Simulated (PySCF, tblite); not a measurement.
# C7H11 radical: geometry, infrared bands and EPR parameters

What infrared bands and EPR parameters should C7H11 radical (`C[C]1CCC=C1C`) show?

The runs use tblite 0.8.0 and PySCF 2.14.0, with density-fitted response routines of our own; the level of theory stands in each step. All values are computed, except where a source is named. Atoms count from 0, in the outputs and in this text.

**1. The molecule as given**

18 atoms, charge 0, multiplicity 2; geometry from: force field or distance geometry start.

Bonds of the start (Å): C0–C1 1.48, C1–C2 1.49, C2–C3 1.52, C3–C4 1.50, C4–C5 1.34, C5–C6 1.49, C5–C1 1.44, C0–H7 1.10, C0–H8 1.10, C0–H9 1.08, C2–H10 1.10, C2–H11 1.10, C3–H12 1.11, C3–H13 1.09, C4–H14 1.07, C6–H15 1.10, C6–H16 1.10, C6–H17 1.09.

**2. Optimising the geometry with GFN2-xTB**

The job: settings as JSON, then the geometry in Å.

```
{"job": {"kind": "relax", "xc": "GFN2-xTB", "basis": "xTB"}, "charge": 0, "multiplicity": 2}
C      0.200700     2.052700    -0.105100
C     -0.213500     0.635600    -0.089800
C     -1.623900     0.178000     0.024700
C     -1.543400    -1.337800     0.096100
C     -0.073700    -1.627600     0.098900
C      0.655300    -0.511800    -0.014100
C      2.145200    -0.417100    -0.050600
H     -0.497600     2.642600    -0.712000
H      0.190600     2.465700     0.910000
H      1.188400     2.190200    -0.520600
H     -2.114500     0.591800     0.914700
H     -2.213700     0.490700    -0.853700
H     -2.009800    -1.717900     1.034100
H     -2.032200    -1.819700    -0.752800
H      0.331000    -2.616800     0.161600
H      2.512000     0.193100     0.794200
H      2.609200    -1.405700     0.040700
H      2.481100     0.020400    -0.987900
```

Run with:

```
OMP_NUM_THREADS=1 python probes_run.py task.json out
```

This one command runs all jobs of the session in turn.

**Question.** This job is followed by: GFN2-xTB harmonic vibrations, gas phase; UKS B3LYP, pcH-1 on C H, non-relativistic, mean-field spin-orbit, GIAO. Predict these results of the whole session: strongest single infrared mode (GFN2-xTB); zero-point energy (GFN2-xTB); g(iso) (B3LYP); ⟨S²⟩; largest a(iso) (averaged by class); surface potential, 1st and 99th percentile.

**Answer**, as computed:

| quantity | value |
| --- | --- |
| strongest single infrared mode (GFN2-xTB) | 2916 cm⁻¹, 69 km/mol |
| zero-point energy (GFN2-xTB) | 97.6 kcal/mol |
| g(iso) (B3LYP) | 2.00267 |
| ⟨S²⟩ | 0.774 (exact 0.75) |
| largest a(iso) (averaged by class) | 1H on H10, H11, 67.6 MHz |
| surface potential, 1st and 99th percentile | -0.68 V and 0.58 V |

What this shows: Relaxing lowered the energy by 0.110 eV in 23 steps; the close pair that moved most is C1–C5, from 1.441 to 1.388 Å. The lowest mode is imaginary (20i cm⁻¹), so the xTB geometry is not a minimum. The strongest single mode, at 2916 cm⁻¹, is spread over several atoms, H13, H10, H11, H12 among them. GFN2-xTB is a fitted tight-binding method: band positions and strengths are rough. Its intensities can rank the bands wrongly. The largest spin populations lie on C1 (0.63 e), C4 (0.63 e). The isotropic g lies 0.3 ppt above the free-electron value.
